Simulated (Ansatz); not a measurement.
What does this script print? It uses the Python package of Ansatz (0.2.0).

`tae_ch3brssi.py`:
```python
'''Energy to split CH3BrSSi into its atoms.'''

from collections import Counter

import ansatz


def single_point(molecule, charge=0, unpaired=0):
    calc = molecule.calculation().basis(gaussian='def2-SVPD').functional('hf')
    if charge:
        calc = calc.charge(charge)
    if unpaired:
        calc = calc.spin('collinear', total=unpaired)
    report = calc.run(threads=1, pin='off').report
    if report['published_state_doubts']:
        print('  doubts:', report['published_state_doubts'])
    return report['free_energy_ev']

GEOMETRY = '''
Br   -2.45840   -0.75490    0.26850
Si   -0.72030    0.40770   -0.31350
C     0.79350   -0.09800    0.45460
S     0.86430   -1.03290   -0.94730
H    -0.80100    1.38920   -1.43490
H     0.74360   -0.62670    1.40280
H     1.63950    0.64760    0.52410
'''

ch3brssi = ansatz.Crystal.molecule()
for line in GEOMETRY.strip().splitlines():
    symbol, *xyz = line.split()
    ch3brssi = ch3brssi.atom(symbol, [float(v) for v in xyz])

# Hund ground states
unpaired = {'Br': 1, 'Si': 2, 'C': 2, 'S': 2, 'H': 1}
counts = Counter(site.symbol for site in ch3brssi.cartesian_sites)
atom_energy = {s: single_point(ansatz.Crystal.molecule().atom(s, (0, 0, 0)), 0, unpaired[s]) for s in counts}
whole = single_point(ch3brssi, 0, 0)
for s, e in atom_energy.items():
    print(f'{s:2s} x{counts[s]}  {e:14.5f} eV')
print(f'CH3BrSSi: {whole:.5f} eV')
split = sum(counts[s] * e for s, e in atom_energy.items()) - whole
print(f'atomisation energy (no zero-point term): {split:.3f} eV, {split / sum(counts.values()):.3f} eV an atom')
```

```console
$ python tae_ch3brssi.py
Br x1    -69990.00139 eV
Si x1     -7857.40309 eV
C  x1     -1024.40679 eV
S  x1    -10813.02816 eV
H  x3       -13.58606 eV
CH3BrSSi: -89741.67559 eV
atomisation energy (no zero-point term): 16.078 eV, 2.297 eV an atom
```

16.078 eV from the electronic energies, without the zero-point term.

Caveats:
- Total energies depend on the basis set; only differences at equal settings carry meaning.
- The geometry is a force-field or estimated start, not a minimum of this method, and the basis set is short of its limit. All parts are taken at fixed geometry, without zero-point energy.
- Hartree-Fock leaves correlation out, so bond, atomisation and ionisation energies come out well too low.
- The spin-orbit lowering of heavy atoms is left out.
- Run time: 3.2 s on 1 thread of Arm Neoverse V2, with other jobs on the host, peak memory 0.37 GiB.

(Lines on the test bed's own set-up are left out of the output.)
